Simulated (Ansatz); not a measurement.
# CH4BOSb: small, medium and large basis sets

Aim: see how fast density functionals converge with the basis set for CH4BOSb.

Computed with Ansatz 0.2.0, Gaussian basis. Level: one geometry, several basis sets.

Levels to be run: PBE0-D4/def2-SVP; ωB97M-V/def2-SVP; PBE0-D4/def2-QZVPP; ωB97M-V/def2-QZVPP; the functionals' def2-TZVPP values are taken from earlier runs.

1 further run of the same task is left out (for a known fault of the program).

## Step 1: The geometry

All runs share one geometry, relaxed beforehand with PBE0-D4 in a triple-zeta def2 set. Sb takes the def2 core potential; no spin-orbit term is included.

8 atoms, charge 0, spin multiplicity 1.

Atoms are counted from 1 here; the program's logs count them from 0.

Bond lengths: B1–C2 1.559 Å, B1–Sb4 2.245 Å, B1–H5 1.190 Å, C2–O3 1.431 Å, C2–H6 1.106 Å, C2–H7 1.103 Å, O3–Sb4 2.012 Å, Sb4–H8 1.728 Å. Angles: C2–B1–Sb4 86.2°, C2–B1–H5 131.7°, Sb4–B1–H5 142.0°, B1–C2–O3 106.4°, B1–C2–H6 109.8°, B1–C2–H7 114.1°, O3–C2–H6 110.6°, O3–C2–H7 111.0°, H6–C2–H7 104.9°, C2–O3–Sb4 99.1°, B1–Sb4–O3 68.2°, B1–Sb4–H8 85.4°, O3–Sb4–H8 94.9°.

## Step 2: PBE0-D4 in def2-SVP

Input file in.yaml:

```yaml
crystal:
  periodic: [false, false, false]
  atoms:
    - {symbol: B, position_ang: [-0.370871, 0.589527, -0.709934]}
    - {symbol: C, position_ang: [0.707238, 0.357363, 0.391829]}
    - {symbol: O, position_ang: [0.896688, -1.057832, 0.480038]}
    - {symbol: Sb, position_ang: [-0.479731, -1.647756, -0.863491]}
    - {symbol: H, position_ang: [-0.861370, 1.585020, -1.140804]}
    - {symbol: H, position_ang: [0.350926, 0.763298, 1.356758]}
    - {symbol: H, position_ang: [1.663230, 0.873194, 0.202944]}
    - {symbol: H, position_ang: [-1.814009, -1.519915, 0.226862]}
basis:
  gaussian: {orbitals: def2-SVP}
hamiltonian: {xc: pbe0, dispersion: d4}
output: {orbitals: {seedname: orbitals}}
```

Run with:

```bash
$ ansatz run in.yaml --threads 2 --pin off --events-out ev --progress --plain --max-ram 4352MiB
```

After this run come: ωB97M-V in def2-SVP; PBE0-D4 in def2-QZVPP; ωB97M-V in def2-QZVPP.

**Question.** What will the summary of the whole plan be? Wanted: PBE0-D4: double and triple zeta above quadruple; ωB97M-V: double and triple zeta above quadruple.

The runs gave:

```
                                       quantity          value
PBE0-D4: double and triple zeta above quadruple  5.09, 0.29 eV
ωB97M-V: double and triple zeta above quadruple  5.28, 0.28 eV
```

PBE0-D4 gains 4.80 eV from double to triple zeta, then 0.29 eV more. Total energies overstate the basis error of differences, where much of it tends to cancel.
